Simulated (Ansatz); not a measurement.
Here is an Ansatz input file for ScHg, space group Pm-3m. Write the same calculation for the Python package.

```yaml
crystal:
  lattice: { bravais: cubic, a: 3.48 }
  space_group: 221
  atoms:
    - { symbol: Sc, position: [0.5, 0.5, 0.5] }
    - { symbol: Hg, position: [0.0, 0.0, 0.0] }
kpoints:
  mp_grid: { kspacing: 0.2941176470588 }
hamiltonian:
  xc: pbesol
  pseudopotentials: { kind: all_electron, lapw: {} }
scf:
  convergence: { dr2_threshold: 1.0e-08 }
  occupations: { method: fermi_dirac, width: 0.05 }
output:
  forces: true
  eigenvalues: true
```

On the command line:
```console
$ ansatz run input.yaml --threads 1 --pin off --max-ram 3072MiB --backend cpu --events-out ev --progress --plain --runs-dir out
crystal.space_group: 221 is read as Pm-3m: the typed cell holds Sc1Hg1 (Sc 1b, Hg 1a). Least distances (Å): Sc–Sc 3.480, Sc–Hg 3.014, Hg–Hg 3.480
crystal.space_group generates its sites in this order, which a site index counts, at these fractional coordinates of the primitive cell where crystal.reduce_to_primitive is true, and else of the cell that is read (crystal.supercell repeats the list replica by replica, and crystal.defects acts on that): 0: Sc [0.500000, 0.500000, 0.500000]; 1: Hg [0.000000, 0.000000, 0.000000];
LAPW: plane waves up to 7.949 Å⁻¹, error target 2.5e-4 eV per atom; small_component_spin mean_spin; Sc in spheres of 1.459 Å, 11 of its electrons in bands, Dirac shells []; Hg in spheres of 1.554 Å, 34 of its electrons in bands, Dirac shells [] (how accurate: hamiltonian.pseudopotentials.lapw.basis_error, Limitations)
Engine: ansatz 0.2.0, x86_64-unknown-linux-gnu
Pseudopotentials: kind: all_electron
Pseudopotential: Sc, LAPW, valence charge 11, lapw/all_electron/scalar/gaussian/Sc, Koelling and Harmon's equation, gaussian nucleus
Pseudopotential: Hg, LAPW, valence charge 34, lapw/all_electron/scalar/gaussian/Hg, Koelling and Harmon's equation, gaussian nucleus
Functional definition: PBEsol
  exchange = pbesol_x
  correlation = pbesol_c
Crystal: 2 atoms, lattice volume = 42.144 Å³
Basis set: ecut = 240.74515628421267 eV, 365 PW (Γ), exchange–correlation at level 2
Bands: 27, of which v1, the nominal top of the filled ones, is band 23 counted from 1 (22 counted from 0)
Symmetry: 48 space group operations
Space group: Pm-3m (ITA 221), of the structure as read, at distance tolerance 3.5e-5 Å
k-points: 20 of 343
Non-local potential: Sc, projectors of the file, none
Non-local potential: Hg, projectors of the file, none
Initial density: superposition of atomic densities (chi_scale 0.1, normalization cell, long waves kept (reshape's long-wave potential 0.00 eV rms))
Initial wavefunctions: plane waves of lowest kinetic energy (no species holds an atomic orbital)
Functional: x = pbesol(κ = 0.804, μ = 0.12345679012345678), c = pbesol(β = 0.046)
iter 1 solved again at ethr=3.63e-4 eV; its pass at ethr=1.00e-1 eV (dr2=1.63e-1 eV) is discarded
SCF iter   1: F=—  HF=-554457.135156 eV  |F-HF|=—  |Δ(HF+E_count)|=         —  Δρ=1.90e-2  dr2=1.63e-1  ethr=3.63e-4  ⟨swp⟩=2.6  Hψ=3475  notcnv=0
preconditioner: auto → Resta (q_TF=auto, 2.758 Å⁻¹)  ε∞=11.0  [insulator: Δε(μ)=0.133 eV  Ē_g=6.999 eV  σ=0.050 eV  W_gap=0.56  n_scr=18 (ndim 8)  ℏωp=22.2 eV  f_vac=0.000  D(μ)=2.24/eV (n_scr^D=18)  ε∞_Penn≈11.0]
SCF iter   2: F=—  HF=-554456.750401 eV  |F-HF|=—  |Δ(HF+E_count)|=   3.85e-1  Δρ=9.12e-3  dr2=5.80e-2  ethr=3.63e-4  ⟨swp⟩=3.0  Hψ=1839  notcnv=0
preconditioner: auto → Kerker (q_TF=auto, 2.758 Å⁻¹)  [metal: Δε(μ)=0.108 eV  Ē_g=8.218 eV  σ=0.050 eV  W_gap=0.46  n_scr=18 (ndim 8)  ℏωp=22.2 eV  f_vac=0.000  D(μ)=1.17/eV (n_scr^D=6)]
SCF iter   3: F=—  HF=-554456.657168 eV  |F-HF|=—  |Δ(HF+E_count)|=   9.32e-2  Δρ=5.46e-3  dr2=1.07e-2  ethr=1.29e-4  ⟨swp⟩=2.1  Hψ=1723  notcnv=0
SCF iter   4: F=—  HF=-554456.655348 eV  |F-HF|=—  |Δ(HF+E_count)|=         —  Δρ=3.27e-3  dr2=4.86e-3  ethr=2.38e-5  ⟨swp⟩=2.0  Hψ=1640  notcnv=0
the basis was enlarged: its passes take 582.0 KiB over the memory plan, 1 of 1 planned eigensolver slots
SCF iter   5: F=—  HF=-554456.655501 eV  |F-HF|=—  |Δ(HF+E_count)|=   1.53e-4  Δρ=1.20e-3  dr2=7.72e-4  ethr=1.08e-5  ⟨swp⟩=2.0  Hψ=1640  notcnv=0
SCF iter   6: F=—  HF=-554456.655622 eV  |F-HF|=—  |Δ(HF+E_count)|=   1.22e-4  Δρ=5.49e-4  dr2=1.75e-4  ethr=1.71e-6  ⟨swp⟩=2.0  Hψ=1640  notcnv=0
iter 7 solved again at ethr=2.39e-8 eV; its pass at ethr=3.89e-7 eV (dr2=1.07e-5 eV) is discarded
SCF iter   7: F=—  HF=-554456.655596 eV  |F-HF|=—  |Δ(HF+E_count)|=   2.67e-5  Δρ=1.67e-4  dr2=1.07e-5  ethr=2.39e-8  ⟨swp⟩=2.0  Hψ=2760  notcnv=0
SCF iter   8: F=—  HF=-554456.655594 eV  |F-HF|=—  |Δ(HF+E_count)|=   1.27e-6  Δρ=4.63e-5  dr2=8.29e-7  ethr=2.39e-8  ⟨swp⟩=2.0  Hψ=1640  notcnv=0
SCF iter   9: F=—  HF=-554456.655594 eV  |F-HF|=—  |Δ(HF+E_count)|=   3.41e-8  Δρ=7.33e-6  dr2=2.43e-8  ethr=1.84e-9  ⟨swp⟩=2.0  Hψ=1641  notcnv=0
SCF iter  10: F=-554456.655594 eV  HF=-554456.655594 eV  |F-HF|=2.21e-9  |Δ(HF+E_count)|=  1.16e-10  Δρ=1.55e-6  dr2=1.25e-9  ethr=5.41e-11  ⟨swp⟩=2.0  Hψ=1640  notcnv=0
SCF 1 converged in 10 iterations: F = -554456.655594 eV  dr2 = 1.25e-9
SCF converged after 10 iterations
Free energy (F): -554456.655594 eV
Harris-Foulkes:  -554456.655594 eV  (|F-HF|=2.21e-9)
Internal energy: -554456.641498 eV  (E = F + TS)
E sigma→0 (E₀):  -554456.648546 eV
Entropy (-TS):   -0.014096 eV (-7.048 meV/atom)
Fermi energy:    16.378592 eV
--- Per-component energies (eV) ---
  E_band       = -1546.699622
  E_kinetic    = 631456.614821
  E_xc         = -11028.074062
  E_electrostatic = -1174885.182256  (all electrons and nuclei)
  E_smearing   = -0.014096  (= −TS)
  E_closure    = 0.000000  (closes the sum)
  E_atoms      = -554450.066496  (free atoms, spherical and without spin; not in F)
  Σ components = -554456.655594   (vs F -554456.655594, Δ=0.00e0)
  Basis errors (estimates in eV, not in F): energy 5.0e-5 per atom: plane waves 3.8e-5 (2.0e-5 summed), levels above the bands 7.7e-35, relativity 4.4e-9, radial functions 1.1e-5, core shells 2.9e-7; eigenvalues (radial functions only) 5.4e-7; not estimated: angular momenta, meshes, grids; target (lapw.basis_error) 2.5e-4; muffin-tin radii Sc 1.459 Å, Hg 1.554 Å
--- Forces (eV/Å), atoms counted from 1 ---
  atom   1  Sc     0.00000000     0.00000000    -0.00000000
  atom   2  Hg     0.00000000     0.00000000     0.00000000
  max |Σ_I F_I| component: 1.48e-30 eV/Å
--- Band table (eV; the first three rows and the last of 20) ---
  k-point 0: bands = ["-99.1418", "-77.1664", "-77.1529", "-77.1529", "-77.1529", "-77.1421", "-77.1421", "-77.1421", "-47.4946", "-47.4946", "-47.4946", "-33.5012", "-12.1567", "-12.1567", "-12.1567", "7.7819", "8.4084", "8.4084", "9.2584", "9.2584", "9.2584", "16.7151", "16.7151", "18.8613", "18.8613", "18.8613", "21.3029"]
  k-point 1: bands = ["-99.1417", "-77.1664", "-77.1529", "-77.1529", "-77.1529", "-77.1421", "-77.1421", "-77.1421", "-47.4958", "-47.4945", "-47.4945", "-33.4993", "-12.1808", "-12.1552", "-12.1552", "8.0580", "8.4440", "8.5530", "9.2156", "9.2156", "9.2738", "16.5534", "16.6487", "18.3441", "18.3441", "18.8178", "20.0404"]
  k-point 2: bands = ["-99.1417", "-77.1664", "-77.1529", "-77.1529", "-77.1529", "-77.1421", "-77.1421", "-77.1421", "-47.4985", "-47.4943", "-47.4943", "-33.4951", "-12.2347", "-12.1517", "-12.1517", "8.4766", "8.5264", "9.1215", "9.1215", "9.3088", "9.3098", "15.2762", "16.4958", "17.6316", "17.6316", "18.7201", "19.2217"]
  k-point 19: bands = ["-99.1415", "-77.1664", "-77.1529", "-77.1529", "-77.1529", "-77.1421", "-77.1421", "-77.1421", "-47.4997", "-47.4996", "-47.4996", "-33.4750", "-12.2481", "-12.2481", "-12.2479", "8.6239", "8.6651", "8.6651", "9.6873", "9.6873", "13.4585", "14.8055", "14.8055", "16.8973", "19.0931", "19.0931", "20.4300"]
```

`lapw.py`
```python
"""All-electron LAPW single point of ScHg."""

import ansatz as az
import numpy as np

xtal = (
    az.Lattice.cubic(3.48)
    .space_group(221)
    .atom("Sc", (0.5, 0.5, 0.5))
    .atom("Hg", (0.0, 0.0, 0.0))
)

calc = (
    xtal.calculation()
    .scf(tolerance=1e-08)
    .kpoints(density=3.4)
    .occupations("fermi_dirac", width=0.05)
    .functional(az.Functional.PBESOL)
    .pseudopotentials("all_electron", lapw=True)
    .band_table()
    .forces()
)
done = calc.run(threads=1)
r = done.report

print(f"free energy      {r['free_energy_ev']:.5f} eV")
print(f"per atom         {r['free_energy_ev'] / len(done.lattice.sites):.5f} eV")
print(f"SCF iterations   {r['n_iterations']}  (converged: {r['converged']})")

fermi = r["fermi_energy_ev"]
print("levels less the Fermi level (eV) at the first k-points")
for k, levels in list(zip(r["kpoints_frac"], r["eigenvalues_ev"]))[:4]:
    print("k = ({:.3f}, {:.3f}, {:.3f})".format(*k))
    print("   ", " ".join(f"{e - fermi:.3f}" for e in levels))

# forces, one row an atom
forces = np.array(r["forces_ev_ang"])
norms = np.linalg.norm(forces, axis=1)
print("largest force {:.4f} eV/A on atom {}".format(norms.max(), norms.argmax()))
print(np.array2string(forces, precision=4, suppress_small=True))

errors = r["lapw_basis_errors"]
print(f"estimated basis error {1000 * errors['total_ev_per_atom']:.3f} meV/atom, target {1000 * errors['basis_error_target_ev_per_atom']:.3f}")
for sphere in errors["spheres"]:
    print(f"  {sphere['species']:2s} muffin-tin radius {sphere['muffin_tin_radius_ang']:.3f} A, core shells {sphere['core_shells']}")
```

`python lapw.py` gives:
```text
free energy      -554456.65559 eV
per atom         -277228.32780 eV
SCF iterations   10  (converged: True)
levels less the Fermi level (eV) at the first k-points
k = (0.000, 0.000, 0.000)
    -115.520 -93.545 -93.531 -93.531 -93.531 -93.521 -93.521 -93.521 -63.873 -63.873 -63.873 -49.880 -28.535 -28.535 -28.535 -8.597 -7.970 -7.970 -7.120 -7.120 -7.120 0.337 0.337 2.483 2.483 2.483 4.924
k = (0.000, 0.000, 0.143)
    -115.520 -93.545 -93.531 -93.531 -93.531 -93.521 -93.521 -93.521 -63.874 -63.873 -63.873 -49.878 -28.559 -28.534 -28.534 -8.321 -7.935 -7.826 -7.163 -7.163 -7.105 0.175 0.270 1.966 1.966 2.439 3.662
k = (0.000, 0.000, 0.286)
    -115.520 -93.545 -93.531 -93.531 -93.531 -93.521 -93.521 -93.521 -63.877 -63.873 -63.873 -49.874 -28.613 -28.530 -28.530 -7.902 -7.852 -7.257 -7.257 -7.070 -7.069 -1.102 0.117 1.253 1.253 2.342 2.843
k = (0.000, 0.000, 0.429)
    -115.520 -93.545 -93.531 -93.531 -93.531 -93.521 -93.521 -93.521 -63.879 -63.873 -63.873 -49.870 -28.656 -28.528 -28.528 -7.784 -7.717 -7.331 -7.331 -7.041 -5.593 -3.214 -0.009 0.847 0.847 2.263 3.099
largest force 0.0000 eV/A on atom 0
[[ 0.  0. -0.]
 [ 0.  0.  0.]]
estimated basis error 0.050 meV/atom, target 0.250
  Sc muffin-tin radius 1.459 A, core shells 3
  Hg muffin-tin radius 1.554 A, core shells 9
```

Caveats:
- All-electron totals depend on functional, relativistic treatment and basis; only differences at equal settings carry meaning.
- Spin is left out of this run.
- The computed bands are complete only to about 2.8 eV above the Fermi level.
- For a metal this k-point mesh is coarse: on a finer one energies can move by several to tens of meV an atom and pressures by half a GPa or more, differences at one mesh by less.
- The starting cell is as deposited in a crystallographic database; the results hold for this polymorph, which needn't be the stable one.
- Gaps and levels are Kohn-Sham values on a finite set of k-points, without spin-orbit coupling.
- Wall time of the script: 3.6 s on 1 thread of AMD EPYC 9R45 96-Core Processor (Zen 5) (shared host), peak memory 0.41 GiB.

(Lines on the test bed's own set-up are left out of the output.)
